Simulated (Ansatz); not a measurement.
# WH₃+ (quintet): wave-function methods side by side, def2-QZVPP

One table from this session's results is given with a row withheld; the runs are named, their logs left out.

Program: Ansatz 0.2.0, Gaussian basis. Level of theory: def2-QZVPP, core rule «outside noble gas», up to 4 orbitals frozen. These are calculated values, not measurements.

The runs, in order: UHF; ROHF; CCSD(T) on UHF.

**The geometry**

The geometry is a PBE0/def2-TZVP stationary point (not a proven minimum) of the parent state, kept for this charge and spin. No spin-orbit coupling is included. Elements past krypton take def2 core potentials.

4 atoms, charge 1, spin multiplicity 5.

Atoms are counted from 1 here; the program's logs count them from 0.

Bond lengths: W1–H2 1.697 Å, W1–H3 1.809 Å, W1–H4 1.809 Å. Angles: H2–W1–H3 90.2°, H2–W1–H4 90.2°, H3–W1–H4 179.6°.

The first run:

The input, in.yaml:

```yaml
crystal:
  periodic: [false, false, false]
  atoms:
    - {symbol: W, position_ang: [0.000000, -0.009090, 0.000000]}
    - {symbol: H, position_ang: [0.000000, 1.688316, 0.000000]}
    - {symbol: H, position_ang: [0.000000, -0.015207, 1.808801]}
    - {symbol: H, position_ang: [0.000000, -0.015207, -1.808801]}
basis:
  gaussian: {orbitals: "def2-QZVPP.json"}
total_charge: 1
magnetization: {spin_polarized: true, initial_magnetization: 4}
hamiltonian: {xc: hf}
output: {orbitals: {seedname: orbitals}}
```

The run is started by

```sh
$ ansatz run in.yaml --threads 1 --pin off --events-out ev --progress --plain --max-ram 4096MiB --backend cpu
```

Among the steps run: UHF; ROHF; CCSD(T) on UHF.

One of the session's tables, all rows but one given; the rest of the session is left out.

| method | from UCCSD(T) (kJ/mol) |
| --- | --- |
| ROHF | ? |
| UHF | +477.1 |
| UMP2 | +79.6 |
| UCCSD | +20.2 |
| UCCSD(T) | 0 |

**Question.** Estimate the row for ROHF.

**Answer.** from UCCSD(T) (kJ/mol): +502.7. In the column «from UCCSD(T) (kJ/mol)» it is the highest.

The program flags UCCSD(T) as in doubt (see the logs), so the zero of the table is itself unsure.

To keep in mind: The report flags that the cluster equations may have other roots. The program flags UCCSD(T) as in doubt, so the zero of the table is itself unsure. Warnings: coupled cluster took another determinant than the lowest.
